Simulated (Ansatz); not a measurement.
# MoHO+ (singlet): from Hartree-Fock to the top rungs, def2-SVP

One table from this session's results is given with a row withheld; the runs are named, their logs left out.

Program: Ansatz 0.2.0, Gaussian basis. Level of theory: def2-SVP, core rule «outside noble gas», up to 5 orbitals frozen. These are calculated values, not measurements.

The runs, in order: UHF; CCSD(T) on RHF; CCSD(T) on UHF; CISD; CCSDT(Q) on RHF; CCSDT(Q) on UHF.

15 further runs of the same task are left out: 7 that didn't finish, 8 set aside as unsound or not needed. Runs told in other sessions of the task aren't counted.

**The system**

The geometry is a PBE0/def2-TZVP stationary point (not a proven minimum) of the parent state, kept for this charge and spin. No spin-orbit coupling is included. Elements past krypton take def2 core potentials.

3 atoms, charge 1, spin multiplicity 1.

Atoms are counted from 1 here; the program's logs count them from 0.

Bond lengths: Mo1–O2 1.645 Å, Mo1–H3 1.722 Å. Angles: O2–Mo1–H3 112.1°.

As a file:

```xyz
3
HMoO
Mo    0.00000   -0.03359    0.22525
O     0.00000    0.10692   -1.41420
H     0.00000    1.49993    1.00789
```

The first run:

Contents of in.yaml:

```yaml
crystal:
  periodic: [false, false, false]
  atoms:
    - {symbol: Mo, position_ang: [0.000000, -0.033589, 0.225249]}
    - {symbol: O, position_ang: [0.000000, 0.106921, -1.414198]}
    - {symbol: H, position_ang: [0.000000, 1.499931, 1.007894]}
basis:
  gaussian: {orbitals: def2-SVP}
total_charge: 1
magnetization: {spin_polarized: true, initial_magnetization: 0}
hamiltonian: {xc: hf}
output: {orbitals: {seedname: orbitals}}
```

Started as:

```sh
$ ansatz run in.yaml --threads 1 --pin off --events-out ev --progress --plain --max-ram 2393MiB
```

Steps of the session up to this table: UHF; CCSD(T) on RHF; CCSD(T) on UHF; CISD; CCSDT(Q) on RHF; CCSDT(Q) on UHF.

One table of the session follows, with a row left open; its other results are not shown here.

| method | from RCCSDT(Q) (meV) |
| --- | --- |
| RHF | +10525.4 |
| UHF | +9917.9 |
| RMP2 | ? |
| UMP2 | -329.7 |
| RCCSD | +752.0 |
| UCCSD | +256.9 |
| RCCSD(T) | +83.1 |
| UCCSD(T) | -447.8 |
| RCCSDT | +51.9 |
| UCCSDT | -541.5 |
| RCCSDT(Q) | 0 |
| UCCSDT(Q) | -603.8 |

Q: Estimate the row for RMP2 from the others.

**Answer.** from RCCSDT(Q) (meV): +58.9. In the column «from RCCSDT(Q) (meV)» it lies between RCCSDT (+51.9) and RCCSD(T) (+83.1).

Not comparable, so not listed: CISD (they don't share determinant, frozen orbitals or solution with the rows shown, or repeat one).

The program flags UCCSD(T), UCCSDT(Q) as in doubt (see the logs), so read those rows with care; the flags are large difference, other amplitudes.

Caveats from the session: The determinant of HF (⟨S²⟩ 0.98) is far from a pure spin state, so its energy mixes those of several spin states; that is harmless only where they are near-degenerate. The determinant of CCSD(T) (⟨S²⟩ 0.98) is far from a pure spin state, so its energy mixes those of several spin states; high orders of coupled cluster remove much of that, low ones don't. The determinant of CCSDT(Q) (⟨S²⟩ 0.98) is far from a pure spin state, so its energy mixes those of several spin states; high orders of coupled cluster remove much of that, low ones don't. The program flags UCCSD(T), UCCSDT(Q) as in doubt, so read those rows with care; the flags are large difference, other amplitudes. Warnings: restricted reference is unstable; spin contamination; large T1 diagnostic. Restricted and unrestricted rows rest on different reference determinants; a gap between their highest levels can come from leftover correlation error, from unlike frozen cores or from another state.
